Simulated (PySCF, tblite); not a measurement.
# C5H8BrNSi: geometry, infrared bands and NMR shifts

Aim: predict the infrared bands and NMR shifts of C5H8BrNSi (`Br[SiH2]/N=C\[C@H]1[C@H]2C[C@@H]12`).

Programs: tblite 0.8.0 and PySCF 2.14.0, with density-fitted response routines of our own. Each step states its level of theory. These are calculated values for one molecule in the gas phase, unless marked as measured. Atoms count from 0, in the outputs and in this text.

## Step 1: Starting geometry

16 atoms, charge 0, multiplicity 1; geometry from: force field or distance geometry start.

Bonds of the start (Å): Br0–Si1 2.21, Si1–N2 1.73, N2–C3 1.30, C3–C4 1.47, C4–C5 1.50, C5–C6 1.48, C6–C7 1.49, C7–C4 1.49, C7–C5 1.53, Si1–H8 1.49, Si1–H9 1.47, C3–H10 1.11, C4–H11 1.09, C5–H12 1.07, C6–H13 1.08, C6–H14 1.09, C7–H15 1.08.

## Step 2: Optimising the geometry with GFN2-xTB

The job: settings as JSON, then the geometry in Å.

```
{"job": {"kind": "relax", "xc": "GFN2-xTB", "basis": "xTB"}, "charge": 0, "multiplicity": 1}
Br     2.692300    -1.588500    -0.984900
Si     2.583400     0.288200     0.177100
N      1.488100     0.067200     1.495500
C      0.204500     0.273800     1.388400
C     -0.531900     0.716500     0.197200
C     -0.816300    -0.188300    -0.964100
C     -1.689200    -1.172900    -0.289400
C     -1.931700     0.272900    -0.028900
H      3.932000     0.591100     0.741300
H      2.135800     1.403600    -0.671300
H     -0.408000     0.093800     2.299700
H     -0.347700     1.760600    -0.042400
H     -0.942400     0.144500    -1.970600
H     -2.402500    -1.718400    -0.898200
H     -1.279800    -1.789700     0.503900
H     -2.694200     0.854600    -0.525000
```

The run is started by

```console
$ OMP_NUM_THREADS=1 python probes_run.py task.json out
```

The driver reads the jobs from task.json and runs them one after another.

**Question.** This job is followed by: GFN2-xTB harmonic vibrations, gas phase; GIAO PBE0/pcSseg-1 NMR shielding, non-relativistic, gas phase. Predict these results of the whole session: strongest single infrared mode (GFN2-xTB); zero-point energy (GFN2-xTB); 13C shifts against TMS (PBE0/pcSseg-1, means over atoms taken as alike); 1H shifts against TMS (PBE0/pcSseg-1, means over atoms taken as alike); 79Br shifts against HBr (PBE0/pcSseg-1); 29Si shifts against TMS (PBE0/pcSseg-1); 15N shifts against NH3 (PBE0/pcSseg-1).

As calculated:

```
                                                               quantity                                   value
                              strongest single infrared mode (GFN2-xTB)                    740 cm⁻¹, 438 km/mol
                                           zero-point energy (GFN2-xTB)                           71.9 kcal/mol
13C shifts against TMS (PBE0/pcSseg-1, means over atoms taken as alike)             182.6, 52.3, 27.4, 11.6 ppm
 1H shifts against TMS (PBE0/pcSseg-1, means over atoms taken as alike)  8.48, 6.03, 2.45, 2.34, 1.70, 1.61 ppm
                                79Br shifts against HBr (PBE0/pcSseg-1)                                 -50 ppm
                                29Si shifts against TMS (PBE0/pcSseg-1)                               -35.0 ppm
                                 15N shifts against NH3 (PBE0/pcSseg-1)                               369.6 ppm
```

**Reading.** Over 203 steps the energy fell by 0.602 eV; of the close pairs, C5–C7 changed most, 1.527 to 1.476 Å. All 42 modes are real, so the xTB geometry is a minimum. The strongest single mode, at 740 cm⁻¹, moves mainly H9 and H8. GFN2-xTB is a fitted tight-binding method: band positions and strengths are rough. Its intensities can rank the bands wrongly. At PBE0/pcSseg-1: Shielding is most anisotropic at N2 (span 681 ppm, paramagnetic term -429 ppm). Spin-orbit coupling is left out, which matters for shieldings and couplings at and beside the heavy atoms.
